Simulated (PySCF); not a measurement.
**TmF: bond curves at several levels of theory**

One table from this session's results is given with a row withheld; the runs are named, their logs left out.

Method: Tm x2c-SVPall, F x2c-SVPall, spin-free X2C with a Gaussian nucleus; program: PySCF 2.14.0.

1 further run of the same task is left out (it didn't finish).

The first run:

The job is set up so:

```yaml
atoms: Tm, F
charge: 0
basis: Tm x2c-SVPall, F x2c-SVPall
Hamiltonian: spin-free X2C with a Gaussian nucleus
basis_functions: 99
electrons_treated: 78
masses_in_u: 168.9342, 18.9984
levels: PBE0, PBE, r²SCAN, LDA, HF, MP2, SCS-MP2
grid: 80 radial by 434 angular points
occupations: held fixed by the projection of orbital angular momentum
dissociation_limit: Tm + F, each in its ground configuration
starting_distance_in_angstrom: 2.090
values_of_2S_to_try: 0, 2, 4
```

Command:

```sh
> OMP_NUM_THREADS=2 python dia.py task.json out
```

Among the steps run: Set-up; The PBE0 curve of the state that the search chose; Higher solutions at PBE0; PBE; r²SCAN (meta-GGA); LDA (local density); UHF.

One table of the session follows, with a row left open; its other results are not shown here.

| level | Re (Å) | ωe (cm⁻¹) | De (eV) |
| --- | --- | --- | --- |
| UHF | ? | ? | ? |
| UHF-MP2 | 1.967 | 595 | 5.77 |
| UHF-SCS-MP2 | 1.979 | 586 | 5.37 |
| r²SCAN | 1.956 | 579 | 5.98 |
| PBE0 | 1.966 | 557 | 5.26 |

Q: Estimate the row for UHF from the others.

The run gave: Re (Å): 2.020; ωe (cm⁻¹): 549; De (eV): 3.40. In the column «Re (Å)» it is the highest.

De is counted to Tm + F in their ground configurations.

To keep in mind: At some levels the lowest empty orbital lies below the highest filled one (the two can be of opposite spin).
